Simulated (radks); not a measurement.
# Ionisation of Kr: one atom, several choices of relativity

One table from this session's results is given with a row withheld; the runs are named, their logs left out.

Method: Kohn-Sham, LDA (Slater exchange, Perdew-Wang correlation), spin-unpolarised, spherical densities. Code: radks (a radial shooting solver on a logarithmic mesh, Libxc functionals) version 1.

## The system

```
element       : krypton (Z = 36)
charge        : 0
electrons     : 36
configuration : [Kr]
ion           : Kr⁺, [Ar] 3d10 4s2 4p5
choices       : non-relativistic; scalar-relativistic; Dirac, 2j+1 shares; Dirac, low j first; scalar-relativistic, finite nucleus; Dirac, 2j+1 shares, finite nucleus; Dirac, c × 1.5; Dirac, c × 3; Dirac, c × 0.85
```

Set-up of the first run:

Input:

```text
Z 36
configuration [Kr] 5s0 4d0
relativity non-relativistic
functional lda,pw
spin unpolarised
nucleus point
```

Steps of the session up to this table: non-relativistic: Kr.

One table of the session follows, with a row left open; its other results are not shown here.

It belongs to the step «non-relativistic: Kr». Sizes of the orbitals, from the radial functions (bohr):

```
level     <r>  outermost maximum (interpolated)  90 % within  nodes
   2s  0.1881                             0.158        0.290      1
   2p  0.1620                             0.125        0.264      0
   3s       ?                                 ?            ?      ?
   3p  0.5462                             0.468        0.833      1
   3d  0.5543                             0.409        0.908      0
   4s   1.599                              1.36         2.38      3
   4p   1.950                              1.55         3.02      2
   5s   6.999                              5.04         11.4      4
```

**Question.** Estimate the row for 3s.

**Answer.** <r>: 0.5427; outermost maximum (interpolated): 0.477; 90 % within: 0.807; nodes: 2. In the column «<r>» it lies between 2s (0.1881) and 3p (0.5462).

Caveats from the session: Spin polarisation and multiplet splitting of open shells are left out at every level.
